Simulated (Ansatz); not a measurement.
# CH₃Ga (triplet): wave-function methods side by side at distance C1–Ga2 = 3.578 Å, cc-pVDZ

An exercise on one series of results from a longer session: the logs are not shown, and one member is left open.

Computed with Ansatz 0.2.0, Gaussian basis. Level: cc-pVDZ, core rule «outside noble gas», up to 15 orbitals frozen.

To be run: UHF; CCSD(T) on ROHF; CCSD(T) on UHF; BCCD(T) on ROHF; CISD; CCSDT(Q) on ROHF; CCSDT(Q) on UHF; CASSCF and MRCISD+Q, 4 electrons in 4 orbitals; CASSCF and NEVPT2, 4 electrons in 4 orbitals.

24 further runs of the same task are left out: 4 for a known fault of the program, 1 for a mislabelled method, 15 that didn't finish, 4 set aside as unsound or not needed.

**What is computed**

The geometry derives from a PBE0/def2-TZVP stationary point (not a proven minimum). One bond is set to the value named and the two fragments are kept rigid. No spin-orbit coupling is included. The filled d shell of Ga may be among the frozen orbitals whatever the setting's name suggests; the logs give the count.

5 atoms, charge 0, spin multiplicity 3.

Atoms are counted from 1 here; the program's logs count them from 0.

Bond lengths: C1–H3 1.090 Å, C1–H4 1.087 Å, Ga2–H5 1.596 Å. Angles: H3–C1–H4 113.7°.

Set-up of the first run:

in.yaml

```yaml
crystal:
  periodic: [false, false, false]
  atoms:
    - {symbol: C, position_ang: [0.000000, 0.165782, 2.976501]}
    - {symbol: Ga, position_ang: [0.000000, -0.053138, -0.594796]}
    - {symbol: H, position_ang: [0.000000, 1.116431, 3.509306]}
    - {symbol: H, position_ang: [0.000000, -0.702345, 3.630374]}
    - {symbol: H, position_ang: [0.000000, 1.286211, -1.463664]}
basis:
  gaussian: {orbitals: cc-pVDZ}
magnetization: {spin_polarized: true, initial_magnetization: 2}
hamiltonian: {xc: hf}
output: {orbitals: {seedname: orbitals}}
```

Launch:

```
> ansatz run in.yaml --threads 1 --pin off --events-out ev --progress --plain --max-ram 2393MiB
```

Steps of the session up to this table: UHF; CCSD(T) on ROHF; CCSD(T) on UHF; BCCD(T) on ROHF; CISD; CCSDT(Q) on ROHF; CCSDT(Q) on UHF; CASSCF and MRCISD+Q, 4 electrons in 4 orbitals; CASSCF and NEVPT2, 4 electrons in 4 orbitals.

One of the session's tables, all rows but one given; the rest of the session is left out.

It belongs to the step «Misses and costs». 

| method | from UCCSDT(Q) (meV) |
| --- | --- |
| ROHF | +5250.2 |
| UHF | +5100.9 |
| RMP2 | ? |
| UMP2 | +1234.9 |
| RCCSD | +104.6 |
| UCCSD | +104.4 |
| RCCSD(T) | +24.5 |
| UCCSD(T) | +24.7 |
| BCCD(T) | +24.5 |
| RCCSDT | +3.2 |
| UCCSDT | +3.3 |
| RCCSDT(Q) | 0.0 |
| UCCSDT(Q) | 0 |

Q: Estimate the row for RMP2 from the others.

**Answer.** from UCCSDT(Q) (meV): +1207.6. In the column «from UCCSDT(Q) (meV)» it lies between RCCSD (+104.6) and UMP2 (+1234.9).

Not comparable, so not listed: CISD; CASSCF and MRCISD+Q, 4 electrons in 4 orbitals (they don't share determinant, frozen orbitals or solution with the rows shown, or repeat one).

To keep in mind: Left out of the table: CASSCF pair, NEVPT2 pair (the active space lost an orbital or holds another state than full CI finds). Restricted and unrestricted rows rest on different reference determinants; where their highest levels disagree by more than a few hundredths of an eV, they describe different states and don't form one ladder. Warnings in the runs' records: passed over end.
